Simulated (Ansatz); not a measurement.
**BHBr radical (SMILES [BH]Br): functionals against CCSD(T) at one geometry**

How do the functionals fare away from a minimum? The structure is a structure displaced at random from a GFN2-xTB minimum.

Program: Ansatz 0.2.0, Gaussian basis. Level of theory: single points in def2-TZVPP. These are calculated values, not measurements.

Cores are frozen in the correlated methods. Filled d shells of the heavier atoms are correlated. Orbitals are unrestricted.

### 1 Starting geometry

SMILES `[BH]Br`, 3 atoms, charge 0, spin multiplicity 2.

Atoms are counted from 1 here; the program's logs count them from 0.

Bond lengths: B1–Br2 1.983 Å, B1–H3 1.104 Å. Angles: Br2–B1–H3 118.9°.

Geometry (Å):

```xyz
3
charge 0, multiplicity 2
B    -0.06710   -0.60370   -0.17590
Br    1.20050    0.57820    0.78820
H    -1.00070   -0.17060   -0.57520
```

### 2 CCSD(T)/def2-TZVPP

Contents of run/in.yaml:

```yaml
crystal:
  periodic: [false, false, false]
  atoms:
    - {symbol: B, position_ang: [-0.067100, -0.603700, -0.175900]}
    - {symbol: Br, position_ang: [1.200500, 0.578200, 0.788200]}
    - {symbol: H, position_ang: [-1.000700, -0.170600, -0.575200]}
basis:
  gaussian: {orbitals: def2-TZVPP}
magnetization: {spin_polarized: true, initial_magnetization: 1}
correlation: {method: ccsd_t}
scf: {omitted_lower_state_checks: [cluster_reference]}
output: {forces: true}
```

The command line of these runs was not kept.

### 3 PBE0-D4/def2-TZVPP

run/in.yaml: that of step 2 with these lines changed.

```diff
@@ -9,4 +9,3 @@
 magnetization: {spin_polarized: true, initial_magnetization: 1}
-correlation: {method: ccsd_t}
-scf: {omitted_lower_state_checks: [cluster_reference]}
-output: {forces: true}
+hamiltonian: {xc: pbe0, dispersion: d4}
+output: {forces: true, orbitals: {seedname: orbitals}}
```

### 4 wB97M-V/def2-TZVPP

run/in.yaml: that of step 3 with these lines changed.

```diff
@@ -9,3 +9,3 @@
 magnetization: {spin_polarized: true, initial_magnetization: 1}
-hamiltonian: {xc: pbe0, dispersion: d4}
-output: {forces: true, orbitals: {seedname: orbitals}}
+hamiltonian: {xc: {name: wB97M-V}}
+output: {forces: true}
```

### 5 r2SCAN-D4/def2-TZVPP

run/in.yaml: that of step 4 with these lines changed.

```diff
@@ -9,3 +9,3 @@
 magnetization: {spin_polarized: true, initial_magnetization: 1}
-hamiltonian: {xc: {name: wB97M-V}}
+hamiltonian: {xc: r2scan, dispersion: d4}
 output: {forces: true}
```

### 6 PBE-D4/def2-TZVPP

run/in.yaml: that of step 5 with these lines changed.

```diff
@@ -9,3 +9,3 @@
 magnetization: {spin_polarized: true, initial_magnetization: 1}
-hamiltonian: {xc: r2scan, dispersion: d4}
+hamiltonian: {xc: pbe, dispersion: d4}
 output: {forces: true}
```

### 7 BHLYP-D4/def2-TZVPP

run/in.yaml: that of step 6 with these lines changed.

```diff
@@ -9,3 +9,3 @@
 magnetization: {spin_polarized: true, initial_magnetization: 1}
-hamiltonian: {xc: pbe, dispersion: d4}
+hamiltonian: {xc: {name: BHLYP}, dispersion: d4}
 output: {forces: true}
```

### 8 r2SCAN0-D4/def2-TZVPP

run/in.yaml: that of step 7 with these lines changed.

```diff
@@ -9,3 +9,3 @@
 magnetization: {spin_polarized: true, initial_magnetization: 1}
-hamiltonian: {xc: {name: BHLYP}, dispersion: d4}
+hamiltonian: {xc: {name: r2SCAN0}, dispersion: d4}
 output: {forces: true}
```

(Steps that only read results are left out.)

**Question.** What will these runs give? Wanted: energy less free atoms, CCSD(T)/def2-TZVPP; RMS force component; RMS force error; HOMO and LUMO, PBE0-D4; T1 diagnostic.

The runs gave:

| quantity | value |
| --- | --- |
| energy less free atoms, CCSD(T)/def2-TZVPP | -7.142 eV |
| RMS force component | 1.507 to 1.661 eV/Å over the methods |
| RMS force error | PBE0-D4 0.048, wB97M-V 0.062, r2SCAN-D4 0.036, PBE-D4 0.112, BHLYP-D4 0.126, r2SCAN0-D4 0.040 eV/Å |
| HOMO and LUMO, PBE0-D4 | -6.61 and -2.51 eV |
| T1 diagnostic | 0.014 |

Against CCSD(T) the functionals' energies less atoms differ by -0.596 to -0.117 eV, PBE-D4 by -0.554 eV. CCSD(T) in triple zeta still lacks some correlation energy of the bonds, so part of these gaps is its own basis error and they don't rank the functionals. For forces r2SCAN-D4 does best and BHLYP-D4 worst. Frozen-core CCSD(T) forces in triple zeta carry basis errors of their own, and this is one geometry, so small gaps rank nothing.
